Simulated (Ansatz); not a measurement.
# HfO2: the cost of one run

Computed with Ansatz 0.2.0 (DFT r2SCAN, scalar-relativistic, plane waves, PAW, unless a step's input says otherwise).

1 further run of the same task is left out (it didn't finish).

## 1. Starting point

It takes space group Fm-3m (No. 225, cubic). The conventional cell has a = 5.115 Å, b = 5.115 Å, c = 5.115 Å, α = 90.00°, β = 90.00°, γ = 90.00°. Hf (site symmetry m-3m) has 8 O at 2.21 Å as nearest neighbours. O (site symmetry -43m) is surrounded by 4 Hf at 2.21 Å.

Coordinates:

```cif
data_structure
_symmetry_space_group_name_H-M 'Fm-3m'
_symmetry_Int_Tables_number 225
_cell_length_a 5.1150
_cell_length_b 5.1150
_cell_length_c 5.1150
_cell_angle_alpha 90.000
_cell_angle_beta 90.000
_cell_angle_gamma 90.000
_cell_volume 133.82
loop_
_atom_site_label
_atom_site_type_symbol
_atom_site_symmetry_multiplicity
_atom_site_Wyckoff_symbol
_atom_site_fract_x
_atom_site_fract_y
_atom_site_fract_z
_atom_site_occupancy
Hf1 Hf 4 a 0.00000 0.00000 0.00000 1
O1 O 8 c 0.25000 0.75000 0.75000 1
```

No relaxation comes first: the listed cell is the starting point.

## 2. Zero of energy

Reference values: F = -16876.1609 eV; pressure -8.43 GPa; largest force 0.000 eV/Å; gap on the mesh 4.21 eV. It was computed beforehand with the settings of the runs below.

## 3. The scan: a two-dimensional strain map

The cell is strained by p along both x and y and by q along z, with fractional coordinates fixed.

## 4. p = -0.050, q = -0.050

Contents of input.yaml:

```yaml
crystal:
  lattice:
    - [0.0, 2.429625, 2.429625]
    - [2.429625, 0.0, 2.429625]
    - [2.429625, 2.429625, 0.0]
  atoms:
    - { symbol: Hf, position: [0.0, 0.0, 0.0] }
    - { symbol: O, position: [0.25, 0.25, 0.25] }
    - { symbol: O, position: [0.75, 0.75, 0.75] }
basis:
  ecutwfc: 500
kpoints:
  mp_grid: { grid: [8, 8, 8] }
hamiltonian:
  xc: r2scan
scf:
  occupations: { method: gaussian, width: 0.05 }
output:
  forces: true
  stress: true
  eigenvalues: true
```

Launch:

```sh
$ ansatz run input.yaml --threads 1 --pin off --max-ram 2560MiB --backend cpu --events-out ev --progress --plain --runs-dir out
```

Q: Estimate wall time and peak memory on 1 thread of Arm Neoverse V1, shared host.

About 3.6 s, with a peak of 0.37 GiB.
